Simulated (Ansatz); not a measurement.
# C2H5BO (SMILES B1CCO1): HF/def2-SVP

Aim: the vertical ionisation energy of C2H5BO at HF/def2-SVP, from 2 runs. 

The results are computed with Ansatz 0.2.0.

68 further runs of the same task are left out: 68 set aside as unsound or not needed.

## (1) The molecule

C2H5BO: 9 atoms, total charge 0, spin state singlet. SMILES: `B1CCO1`. The shape is that of a PBE0-D4/def2-TZVP optimisation.

Bond lengths: B1–C2 1.580 Å, C2–C3 1.533 Å, B1–O4 1.364 Å, C3–O4 1.455 Å, B1–H5 1.195 Å, C2–H6 1.091 Å, C2–H7 1.091 Å, C3–H8 1.092 Å, C3–H9 1.092 Å. Some angles: B1–C2–C3 80.2°, C2–B1–O4 95.4°, C2–C3–O4 93.7°, B1–O4–C3 90.7°, B1–C2–H6 117.4°, B1–C2–H7 117.4°, C3–C2–H6 115.4°, C3–C2–H7 115.4°, C2–B1–H5 139.9°, O4–B1–H5 124.7°.

## (2) A single-point energy at HF/def2-SVP

input.yaml reads:

```yaml
crystal:
  periodic: [false, false, false]
  atoms:
    - {symbol: B, position_ang: [-0.402600, 0.301700, -1.082000]}
    - {symbol: C, position_ang: [0.506000, 0.617000, 0.171000]}
    - {symbol: C, position_ang: [-0.098600, -0.719600, 0.617700]}
    - {symbol: O, position_ang: [-0.884800, -0.878500, -0.596200]}
    - {symbol: H, position_ang: [-0.697000, 0.772800, -2.139500]}
    - {symbol: H, position_ang: [0.236300, 1.479000, 0.782200]}
    - {symbol: H, position_ang: [1.586200, 0.614100, 0.021000]}
    - {symbol: H, position_ang: [-0.757600, -0.681300, 1.487200]}
    - {symbol: H, position_ang: [0.600600, -1.551500, 0.721500]}
basis:
  gaussian: {orbitals: def2-SVP}
hamiltonian: {xc: hf}
accuracy: high
output: {orbitals: {seedname: orbitals}}
```

The run is started by

```console
ansatz run input.yaml --threads 1 --pin off --max-ram 3480MiB --events-out events.jsonl --progress --plain --runs-dir runs
```

The log of the run:

```text
Warning: RAYON_NUM_THREADS=1 ignored (pool sized by the plan → 1); use --threads N
Functional definition: HF
  name "HF"
  exchange = exact_x
  correlation = 0
1978 factors; integrals over basis functions are off by at most 3.5e-9 eV
mean field evaluation 1: about -4842.9014 eV, gradient 3.2e1 eV
mean field evaluation 2: about -4842.9055 eV, gradient 3.2e1 eV
mean field evaluation 4: about -4845.4167 eV, gradient 3.9e0 eV
mean field evaluation 8: about -4845.4580 eV, gradient 1.5e-4 eV
mean field -4845.45799209 eV, -178.0672968400 hartree, gradient 9.4e-8 eV, S^2 0.000000; 0 other end points of the search recorded, 0 dependent functions left out
reference -4845.45799209 eV, -178.0672968400 hartree; 15, 15 occupied and 66, 66 virtual orbitals, 1978 factors
Total energy: -4845.45799209 eV, -178.0672968400 hartree
```

Run time: 1.8 s. Hardware: 1 thread of Arm Neoverse V2, shared host; peak memory 0.2 GiB.

## (3) The doublet cation

job.yaml reads:

```yaml
crystal:
  periodic: [false, false, false]
  atoms:
    - symbol: B
      position_ang: [-0.402600, 0.301700, -1.082000]
    - symbol: C
      position_ang: [0.506000, 0.617000, 0.171000]
    - symbol: C
      position_ang: [-0.098600, -0.719600, 0.617700]
    - symbol: O
      position_ang: [-0.884800, -0.878500, -0.596200]
    - symbol: H
      position_ang: [-0.697000, 0.772800, -2.139500]
    - symbol: H
      position_ang: [0.236300, 1.479000, 0.782200]
    - symbol: H
      position_ang: [1.586200, 0.614100, 0.021000]
    - symbol: H
      position_ang: [-0.757600, -0.681300, 1.487200]
    - symbol: H
      position_ang: [0.600600, -1.551500, 0.721500]
basis:
  gaussian: {orbitals: def2-SVP}
magnetization: {spin_polarized: true, initial_magnetization: 1}
hamiltonian: {xc: hf}
output: {orbitals: {seedname: orbitals}}
accuracy: high
total_charge: 1
```

The run is started by

```console
ansatz run job.yaml --threads 1 --pin off --max-ram 3480MiB --events-out events.jsonl --progress --plain --runs-dir runs
```

The log of the run:

```text
Warning: RAYON_NUM_THREADS=1 ignored (pool sized by the plan → 1); use --threads N
[... 4 set-up lines as earlier in the session ...]
1976 factors; integrals over basis functions are off by at most 3.5e-9 eV
mean field evaluation 1: about -4829.3208 eV, gradient 3.4e1 eV
mean field evaluation 2: about -4829.4279 eV, gradient 3.4e1 eV
mean field evaluation 4: about -4834.9133 eV, gradient 3.9e0 eV
mean field evaluation 8: about -4835.1180 eV, gradient 5.2e-1 eV
mean field evaluation 16: about -4835.1335 eV, gradient 1.5e-6 eV
mean field evaluation 32: about -4834.8174 eV, gradient 4.2e-1 eV
mean field evaluation 64: about -4834.0914 eV, gradient 1.1e0 eV
mean field evaluation 96: about -4834.1615 eV, gradient 3.7e0 eV
mean field evaluation 128: about -4835.1298 eV, gradient 2.8e-1 eV
mean field -4835.13354324 eV, -177.6878803430 hartree, gradient 3.2e-8 eV, S^2 0.764969; 2 other end points of the search recorded, 0 dependent functions left out
reference -4835.13354324 eV, -177.6878803430 hartree; 15, 14 occupied and 66, 67 virtual orbitals, 1976 factors
Total energy: -4835.13354324 eV, -177.6878803430 hartree
```

Run time: 5.7 s. Hardware: 1 thread of Arm Neoverse V2, shared host; peak memory 0.26 GiB.

## (4) Results

Level: HF/def2-SVP.

| quantity | value |
| --- | --- |
| singlet C2H5BO: total energy | -178.06730 Eh |
| singlet C2H5BO: HOMO energy | -11.76 eV |
| singlet C2H5BO: LUMO energy | 3.80 eV |
| singlet C2H5BO: HOMO–LUMO gap | 15.56 eV |
| doublet cation: total energy | -177.68788 Eh |
| doublet cation: HOMO energy (highest over α and β) | -19.54 eV |
| doublet cation: LUMO energy (lowest over α and β) | -8.88 eV |
| doublet cation: ⟨S²⟩ | 0.765 |
| vertical ionisation energy (to the doublet cation) | 10.324 eV |

What this shows: The vertical ionisation energy comes to 10.32 eV (238 kcal/mol). −ε(HOMO) before ionisation, 11.76 eV, is 1.44 eV above this ionisation energy.
